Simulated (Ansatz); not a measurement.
# HfB (Fm-3m) in Ansatz: further runs

One crystal, HfB, is run at these levels: PBEsol; tasks: relaxation of cell and atoms.

Everything below comes from runs of Ansatz 0.2.0. Logs are shortened: lines on timing, memory, paths and dates and some standing lists are left out, and cuts for length are marked.

### Step 1. Starting point

Symmetry: Fm-3m, No. 225, cubic system. The conventional cell has a = 4.620 Å, b = 4.620 Å, c = 4.620 Å, α = 90.00°, β = 90.00°, γ = 90.00°. Hf (site symmetry m-3m) has 6 B at 2.31 Å as nearest neighbours. B (site symmetry m-3m) is surrounded by 6 Hf at 2.31 Å.

### Step 2. Relaxation of cell and atoms, PBEsol, target pressure 5 GPa, at which the enthalpy is minimised

input.yaml reads:

```yaml
crystal:
  lattice:
    - [0.0, 2.31, 2.31]
    - [2.31, 0.0, 2.31]
    - [2.31, 2.31, 0.0]
  atoms:
    - { symbol: Hf, position: [0.5, 0.5, 0.5] }
    - { symbol: B, position: [0.0, 0.0, 0.0] }
hamiltonian:
  xc: pbesol
  pseudopotentials: { kind: paw }
kpoints:
  mp_grid: { grid: [10, 10, 10] }
scf:
  occupations: { method: fermi_dirac, width: 0.05 }
output:
  forces: true
  stress: true
  eigenvalues: true
relax:
  f_tol: 0.01
  max_steps: 40
  cell: { stress_tol: 0.05, p_target: 5.0 }
```

Potentials or basis: Ansatz PAW.

Started as:

```console
$ ansatz run input.yaml --threads 2 --pin off --max-ram 5632MiB --backend cpu --events-out ev --progress --plain --runs-dir out
```

Output:

```text
Warning: RAYON_NUM_THREADS=2 ignored (pool sized by the plan → 2); use --threads N
Engine: ansatz 0.2.0, aarch64-unknown-linux-gnu
Pseudopotentials: kind: paw
Pseudopotential: Hf, paw, valence charge 26, recommended cutoff 420 eV (normal), Hf.paw.azcp
Pseudopotential: B, paw, valence charge 3, recommended cutoff 420 eV (normal), B.paw.azcp
Functional definition: PBEsol
  exchange = pbesol_x
  correlation = pbesol_c
Crystal: 2 atoms, lattice volume = 24.653 Å³
Basis set: ecut = 420 eV, 531 PW (Γ), exchange–correlation on 48×48×48 points (8 copies of the dense FFT grid, shifted against one another)
Bands: 19, of which v1, the nominal top of the filled ones, is band 15 counted from 1 (14 counted from 0)
Symmetry: 48 space group operations
Space group: Fm-3m (ITA 225), of the structure as read, at distance tolerance 2.9e-5 Å
k-points: 47 of 1000
Non-local potential: Hf, projectors of the file, l = 0: 3, l = 1: 2, l = 2: 2, l = 3: 3
Non-local potential: B, projectors of the file, l = 0: 2, l = 1: 2, l = 2: 1
PAW form: soft (Blöchl's): semilocal exchange-correlation on the pseudo side does not see the compensation charge
PAW frozen core: Hf, regenerated for the run's functional, and the local potential with it (the file was generated under x = pbe(κ = 0.804, μ = 0.2195149727645171), c = pbe(β = 0.06672455060314922))
PAW frozen core: B, regenerated for the run's functional, and the local potential with it (the file was generated under x = pbe(κ = 0.804, μ = 0.2195149727645171), c = pbe(β = 0.06672455060314922))
PAW one-centre angular grid: Hf, 590 points (default); XC on 64 Gauss nodes
PAW one-centre angular grid: B, 110 points (default); XC on 64 Gauss nodes
Initial density: superposition of atomic densities (neutral atoms: chi_scale 0, normalization atom), corrected by the library's trained network
Initial wavefunctions: pseudopotential atomic-orbital guess
Functional: x = pbesol(κ = 0.804, μ = 0.12345679012345678), c = pbesol(β = 0.046)
SCF iter   1: F=—  HF=-15751.378622 eV  |F-HF|=—  |Δ(HF+E_count)|=         —  Δρ=7.01e-3  dr2=1.53e-2  ethr=1.77e-3  ⟨swp⟩=5.3  Hψ=3762  notcnv=0
preconditioner: auto → Kerker (q_TF=auto, 2.803 Å⁻¹)  [metal: Δε(μ)=0.090 eV  Ē_g=18.071 eV  σ=0.050 eV  W_gap=0.42  n_scr=14 (ndim 8)  ℏωp=38.9 eV  f_vac=0.000  D(μ)=1.13/eV (n_scr^D=14)]
SCF iter   2: F=—  HF=-15751.375124 eV  |F-HF|=—  |Δ(HF+E_count)|=   3.50e-3  Δρ=3.85e-3  dr2=4.52e-3  ethr=5.29e-5  ⟨swp⟩=1.6  Hψ=1351  notcnv=0  defer=3
SCF iter   3: F=—  HF=-15751.373863 eV  |F-HF|=—  |Δ(HF+E_count)|=   1.26e-3  Δρ=5.35e-4  dr2=5.77e-5  ethr=1.56e-5  ⟨swp⟩=2.0  Hψ=1089  notcnv=0  defer=5
SCF iter   4: F=—  HF=-15751.373879 eV  |F-HF|=—  |Δ(HF+E_count)|=   1.67e-5  Δρ=3.83e-4  dr2=3.48e-5  ethr=1.99e-7  ⟨swp⟩=2.2  Hψ=1617  notcnv=0  defer=5
SCF iter   5: F=—  HF=-15751.373829 eV  |F-HF|=—  |Δ(HF+E_count)|=   5.03e-5  Δρ=6.71e-5  dr2=1.14e-6  ethr=1.20e-7  ⟨swp⟩=2.1  Hψ=1571  notcnv=0  defer=5
SCF iter   6: F=—  HF=-15751.373829 eV  |F-HF|=—  |Δ(HF+E_count)|=   1.23e-7  Δρ=2.30e-5  dr2=7.84e-8  ethr=3.45e-10  ⟨swp⟩=4.8  Hψ=4642  notcnv=0
SCF iter   7: F=-15751.373829 eV  HF=-15751.373829 eV  |F-HF|=9.06e-10  |Δ(HF+E_count)|=   8.11e-8  Δρ=3.37e-6  dr2=1.15e-9  ethr=2.70e-10  ⟨swp⟩=4.9  Hψ=3153  notcnv=0
SCF 1 converged in 7 iterations: F = -15751.373829 eV  dr2 = 1.15e-9
relax step   1: F+E_penalty+E_count = -15751.37382924 eV  Δ(F+E_penalty+E_count) = +0.000e0 eV  max|allowed force component| = 3.277e-29 eV/Å  Δτ_max = 0.0000 Å  P = +23.231 GPa  Ω = 24.653 Å³  (7 SCF iters, dr2 threshold 1.00e-7 eV, accepted)
Crystal: 2 atoms, lattice volume = 27.895 Å³
Basis set: ecut = 420 eV, 537 PW (Γ), exchange–correlation on 48×48×48 points (8 copies of the dense FFT grid, shifted against one another)
Initial density: handed on by an earlier stage of this run
Initial wavefunctions: those handed on with the density
iter 1 solved again at ethr=1.62e-4 eV; its pass at ethr=3.10e-3 eV (dr2=4.70e-2 eV) is discarded
SCF iter   1: F=—  HF=-15751.565903 eV  |F-HF|=—  |Δ(HF+E_count)|=         —  Δρ=1.11e-2  dr2=4.85e-2  ethr=1.62e-4  ⟨swp⟩=2.0  Hψ=5654  notcnv=0
preconditioner: auto → Kerker (q_TF=auto, 2.746 Å⁻¹)  [metal: Δε(μ)=0.014 eV  Ē_g=17.898 eV  σ=0.050 eV  W_gap=0.07  n_scr=14 (ndim 8)  ℏωp=36.5 eV  f_vac=0.000  D(μ)=1.88/eV (n_scr^D=14)]
[... 25 lines left out ...]
SCF iter   3: F=—  HF=-15751.545419 eV  |F-HF|=—  |Δ(HF+E_count)|=   2.90e-6  Δρ=5.43e-5  dr2=8.49e-7  ethr=4.40e-8  ⟨swp⟩=2.0  Hψ=1366  notcnv=0
SCF iter   4: F=-15751.545418 eV  HF=-15751.545418 eV  |F-HF|=3.51e-8  |Δ(HF+E_count)|=   6.83e-7  Δρ=2.64e-5  dr2=1.81e-7  ethr=6.90e-10  ⟨swp⟩=6.6  Hψ=4532  notcnv=0
SCF 4 converged in 4 iterations: F = -15751.545418 eV  dr2 = 1.81e-7
relax step   4: F+E_penalty+E_count = -15751.54541813 eV  Δ(F+E_penalty+E_count) = +3.623e-3 eV  max|allowed force component| = 1.372e-29 eV/Å  Δτ_max = 0.0000 Å  P = +5.055 GPa  Ω = 26.694 Å³  energy of the carried Pulay correction = -1.561e-3 eV  (4 SCF iters, dr2 threshold 2.00e-7 eV, accepted)
Crystal: 2 atoms, lattice volume = 26.701 Å³
iter 1 solved again at ethr=1.62e-9 eV; its pass at ethr=3.10e-3 eV (dr2=4.70e-7 eV) is discarded
SCF iter   1: F=—  HF=-15751.545647 eV  |F-HF|=—  |Δ(HF+E_count)|=         —  Δρ=3.64e-5  dr2=3.93e-7  ethr=1.62e-9  ⟨swp⟩=2.0  Hψ=4707  notcnv=0
preconditioner: auto → Kerker (q_TF=auto, 2.766 Å⁻¹)  [metal: Δε(μ)=0.041 eV  Ē_g=17.866 eV  σ=0.050 eV  W_gap=0.19  n_scr=14 (ndim 8)  ℏωp=37.3 eV  f_vac=0.000  D(μ)=1.80/eV (n_scr^D=14)]
SCF iter   2: F=—  HF=-15751.545649 eV  |F-HF|=—  |Δ(HF+E_count)|=   2.02e-6  Δρ=2.04e-5  dr2=1.22e-7  ethr=1.36e-9  ⟨swp⟩=2.1  Hψ=1065  notcnv=0
SCF iter   3: F=—  HF=-15751.545649 eV  |F-HF|=—  |Δ(HF+E_count)|=   3.97e-8  Δρ=6.18e-6  dr2=1.11e-8  ethr=4.21e-10  ⟨swp⟩=2.0  Hψ=1378  notcnv=0
SCF iter   4: F=-15751.545649 eV  HF=-15751.545649 eV  |F-HF|=6.68e-10  |Δ(HF+E_count)|=   9.72e-9  Δρ=3.17e-6  dr2=3.05e-9  ethr=2.64e-11  ⟨swp⟩=4.8  Hψ=3335  notcnv=0
SCF 5 converged in 4 iterations: F = -15751.545649 eV  dr2 = 3.05e-9
relax step   5: F+E_penalty+E_count = -15751.54564896 eV  Δ(F+E_penalty+E_count) = -2.308e-4 eV  max|allowed force component| = 1.487e-29 eV/Å  Δτ_max = 0.0000 Å  P = +4.999 GPa  Ω = 26.701 Å³  energy of the carried Pulay correction = -1.566e-3 eV  (4 SCF iters, dr2 threshold 7.65e-9 eV, accepted)
Initial wavefunctions: pseudopotential atomic-orbital guess (no wavefunctions were taken with the density)
iter 1 solved again at ethr=4.58e-9 eV; its pass at ethr=3.10e-3 eV (dr2=1.33e-6 eV) is discarded
SCF iter   1: F=—  HF=-15751.547488 eV  |F-HF|=—  |Δ(HF+E_count)|=         —  Δρ=1.50e-4  dr2=7.82e-7  ethr=4.58e-9  ⟨swp⟩=3.5  Hψ=6366  notcnv=0
preconditioner: auto → Kerker (q_TF=auto, 2.766 Å⁻¹)  [metal: Δε(μ)=0.041 eV  Ē_g=17.865 eV  σ=0.050 eV  W_gap=0.19  n_scr=14 (ndim 8)  ℏωp=37.3 eV  f_vac=0.000  D(μ)=1.80/eV (n_scr^D=14)]
SCF iter   2: F=—  HF=-15751.547489 eV  |F-HF|=—  |Δ(HF+E_count)|=   1.67e-6  Δρ=8.77e-5  dr2=5.41e-7  ethr=2.70e-9  ⟨swp⟩=2.9  Hψ=1799  notcnv=0
SCF iter   3: F=—  HF=-15751.547489 eV  |F-HF|=—  |Δ(HF+E_count)|=   5.40e-8  Δρ=5.49e-5  dr2=1.52e-7  ethr=1.86e-9  ⟨swp⟩=2.3  Hψ=1534  notcnv=0
SCF iter   4: F=—  HF=-15751.547490 eV  |F-HF|=—  |Δ(HF+E_count)|=   1.56e-7  Δρ=3.97e-6  dr2=1.30e-9  ethr=5.25e-10  ⟨swp⟩=2.4  Hψ=1472  notcnv=0
SCF iter   5: F=—  HF=-15751.547490 eV  |F-HF|=—  |Δ(HF+E_count)|=   1.82e-9  Δρ=1.02e-6  dr2=9.61e-11  ethr=4.50e-12  ⟨swp⟩=2.0  Hψ=1566  notcnv=0
SCF iter   6: F=-15751.547490 eV  HF=-15751.547490 eV  |F-HF|=5.46e-12  |Δ(HF+E_count)|=  4.73e-11  Δρ=2.09e-7  dr2=5.47e-12  ethr=1.00e-12  ⟨swp⟩=6.1  Hψ=4224  notcnv=0
SCF 6 converged in 6 iterations: F = -15751.547490 eV  dr2 = 5.47e-12
relax step   6: F+E_penalty+E_count = -15751.54748962 eV  Δ(F+E_penalty+E_count) = -1.841e-3 eV  max|allowed force component| = 1.923e-29 eV/Å  Δτ_max = 0.0000 Å  P = +5.047 GPa  Ω = 26.701 Å³  stress off target by 4.69e-2 GPa  SCF on the basis re-selected at this cell (its energy is not comparable with the rows above)  (6 SCF iters)
basis re-selected at this cell: Δ(F+E_penalty+E_count) = -1.841e-3 eV, ΔP = +0.048 GPa vs the last step (what re-selecting the basis moved, of the pressure what is left beyond the Pulay correction that the steps carried, after the strain that the cell walked since its last selection, with what the two solves' SCF thresholds leave and, on support functions, any second-order correction that the steps lacked; it is no measure of the basis error at this ecutwfc). This SCF's stress stands 4.69e-2 GPa from its target on what of the cell is left free (relax.cell.stress_tol is 5.00e-2 GPa) and its largest allowed force component is 1.92e-29 eV/Å (relax.f_tol is 1.00e-2 eV/Å): within both
SCF converged after 6 iterations
Free energy (F): -15751.547490 eV
Harris-Foulkes:  -15751.547490 eV  (|F-HF|=5.46e-12)
Internal energy: -15751.533779 eV  (E = F + TS)
E sigma→0 (E₀):  -15751.540634 eV
Entropy (-TS):   -0.013711 eV (-6.855 meV/atom)
Fermi energy:    17.895985 eV
--- Per-component energies (eV) ---
  E_band       = 63.754536
  E_kinetic    = 472.865168
  E_local      = -5231.540477  (includes V_loc(G=0)·N_el)
  E_nonlocal   = -1225.106255
  E_hartree    = 2468.798839
  E_xc         = -330.425872
  E_vxc        = -305.081126  (∫ρ·V_xc dr)
  E_paw        = -6883.569706  (= ΣΔE_a)
  E_vpaw       = 1415.019388  (= ΣTr[D̂ρ^β])
  E_aug_tail   = -0.000003  (compensation charges beyond the density's cutoff)
  E_ewald      = -5023.821276
  E_core_change = 1.265803  (= ΣΔE_core)
  E_smearing   = -0.013711  (= −TS)
  E_closure    = -0.000000  (closes the sum)
  Σ components = -15751.547490   (vs F -15751.547490, Δ=0.00e0)
--- Forces (eV/Å), atoms counted from 1 ---
  atom   1  Hf     0.00000000    -0.00000000     0.00000000
  atom   2  B     -0.00000000    -0.00000000     0.00000000
  max |Σ_I F_I| component: 3.73e-29 eV/Å
--- Stress (GPa, compression-positive) ---
        5.046884      -0.000000      -0.000000
       -0.000000       5.046884      -0.000000
       -0.000000      -0.000000       5.046884
  P = ⅓ Tr σ = 5.0469 GPa (50.469 kbar)
--- Band table (eV; the first three rows and the last of 47) ---
  k-point 0: bands = ["-42.2822", "-10.8027", "-10.8027", "-10.8027", "7.7122", "7.7205", "7.7205", "7.7205", "7.7869", "7.7869", "7.7869", "8.6159", "19.9646", "19.9646", "19.9646", "21.7346", "21.7346", "21.7346", "21.7850"]
  k-point 1: bands = ["-42.2793", "-10.8576", "-10.8085", "-10.8085", "7.7149", "7.7187", "7.7251", "7.7251", "7.7822", "7.7822", "7.7871", "8.8782", "19.1370", "19.6491", "19.6491", "20.6579", "20.6579", "22.1132", "23.7000"]
  k-point 2: bands = ["-42.2716", "-10.9985", "-10.8237", "-10.8237", "7.7115", "7.7261", "7.7370", "7.7370", "7.7706", "7.7706", "7.7876", "9.6183", "17.6838", "18.4602", "18.4602", "21.1710", "21.1710", "22.5389", "25.8857"]
  k-point 46: bands = ["-42.2410", "-11.1983", "-11.1047", "-11.0017", "7.7396", "7.7416", "7.7424", "7.7544", "7.7620", "7.7639", "7.7641", "12.2706", "16.5751", "16.5770", "16.9428", "22.2016", "23.8035", "25.0368", "25.0927"]
--- Relaxed structure (5 steps of the walk, 5 accepted, 1 SCFs on fresh bases) ---
  F+E_penalty+E_count = -15751.54748962 eV   max|allowed force component| = 1.923e-29 eV/Å   (the final SCF, on the basis selected at the relaxed cell)
  cell:  # Å, volume = 26.7014 Å³
    - [5.9106315581588854e-33, 2.3722918841489484, 2.3722918841489484]
    - [2.3722918841489484, 1.834333931842412e-33, 2.3722918841489484]
    - [2.3722918841489484, 2.3722918841489484, 1.7324264911845005e-33]
  atoms:
    - { symbol: Hf, position: [0.5, 0.5, 0.5] }
    - { symbol: B, position: [-4.3423745134706e-37, -3.039662159738856e-36, 1.8672210409553102e-35] }
```

It took 5.6 s on 2 threads of Arm Neoverse V1, shared host; peak memory 0.32 GiB.

What came out:

```
Free energy                                            : -15751.5475 eV
Relaxed volume                                         : 13.35 Å³/atom
Relaxed cell                                           : a = 3.355 Å, b = 3.355 Å, c = 3.355 Å, α = 60.00°, β = 60.00°, γ = 60.00°
Space group after relaxing (to 0.05 Å)                 : Fm-3m (No. 225)
Energy change on relaxing (the enthalpy is what falls) : -86.8 meV/atom
Ionic steps                                            : 6
Pressure after relaxing                                : 5.0 GPa
Band gap on the k mesh                                 : none (metal or under the smearing width)
```

The path:
```csv
step,energy change (eV),largest force (eV/Å),volume (Å³)
1,0.0000,0.0000,24.65
2,-0.1776,0.0000,27.89
3,-0.1752,0.0000,26.82
4,-0.1716,0.0000,26.69
5,-0.1718,0.0000,26.70
6,-0.1737,0.0000,26.70
```

Final structure:
```
CELL_PARAMETERS angstrom
0.00000 2.37229 2.37229
2.37229 0.00000 2.37229
2.37229 2.37229 0.00000
ATOMIC_POSITIONS crystal
Hf 0.50000 0.50000 0.50000
B 0.00000 0.00000 0.00000
```

Caveat: the plane-wave basis is chosen anew once the cell has moved, so the energies of steps on either side of that aren't comparable; the PAW data sets come from PBE, with cores solved anew for the run's functional, which leaves a small shift of forces and pressure.

(Continued in part 2 of 2.)
